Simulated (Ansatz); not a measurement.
C₂H₆GeTe, SMILES [CH2]1C[Te][GeH2]1: an atomisation energy, run with Ansatz 0.2.0 through its Python package.

The script, `run_tae.py`:
```python
'''Energy to split C2H6GeTe into its atoms.'''

from collections import Counter

import ansatz as az
from ase import Atoms

BASIS = 'def2-TZVP'
FUNCTIONAL = 'PBE'


def energy_of(molecule, charge=0, unpaired=0):
    calc = (
        molecule.calculation()
        .basis(gaussian=BASIS)
        .functional(FUNCTIONAL)
    )
    if charge:
        calc = calc.charge(charge)
    if unpaired:
        calc = calc.spin('collinear', total=unpaired)
    report = calc.run(threads=1, backend='cpu').report
    if report['published_state_doubts']:
        print('  doubts:', report['published_state_doubts'])
    return report['free_energy_ev']

atoms = Atoms(['C', 'C', 'Te', 'Ge', 'H', 'H', 'H', 'H', 'H', 'H'], positions=[
    (-0.3557, -0.2347, 0.6608),
    (-0.2527, -1.2048, -0.5005),
    (0.8814, -0.1422, -1.9988),
    (0.6257, 1.3797, -0.0072),
    (-1.4701, 0.0529, 0.8043),
    (0.0668, -0.5499, 1.5801),
    (0.324, -2.1052, -0.1568),
    (-1.1998, -1.4659, -0.9251),
    (1.8556, 1.6606, 0.8365),
    (-0.3922, 2.5582, -0.2904),
])
geometry = az.Crystal.molecule_from_ase(atoms)

# unpaired electrons of the ground-state atoms
unpaired = {'C': 2, 'Te': 2, 'Ge': 2, 'H': 1}
counts = Counter(site.symbol for site in geometry.cartesian_sites)
atom_energy = {s: energy_of(az.Crystal.molecule().atom(s, (0, 0, 0)), 0, unpaired[s]) for s in counts}
whole = energy_of(geometry, 0, 0)
for s, e in atom_energy.items():
    print(f'{s:2s} x{counts[s]}  {e:14.5f} eV')
print(f'C2H6GeTe: {whole:.5f} eV')
split = sum(counts[s] * e for s, e in atom_energy.items()) - whole
print(f'atomisation energy (no zero-point term): {split:.3f} eV, {split / sum(counts.values()):.3f} eV an atom')
```

What does it cost to take this molecule apart into atoms?

34.517 eV from the electronic energies, without the zero-point term.

The output:

```console
$ python run_tae.py
C  x2     -1028.48074 eV
Te x1     -7291.91948 eV
Ge x1    -56507.21275 eV
H  x6       -13.59523 eV
C2H6GeTe: -65972.18211 eV
atomisation energy (no zero-point term): 34.517 eV, 3.452 eV an atom
```

Caveats:
- Total energies depend on the basis set; only differences at equal settings carry meaning.
- The geometry is a force-field or estimated start, not a minimum of this method, and the basis set is short of its limit. All parts are taken at fixed geometry, without zero-point energy.
- def2 sets replace the cores of elements past krypton by effective core potentials.
- This functional overbinds, so such energies come out a few per cent too high (LDA far more).
- The spin-orbit lowering of heavy atoms is left out.
- The whole script took 12 s on 1 thread of Arm Neoverse V1 (shared host), peak memory 0.32 GiB.

(Lines on the test bed's own set-up are left out of the output.)
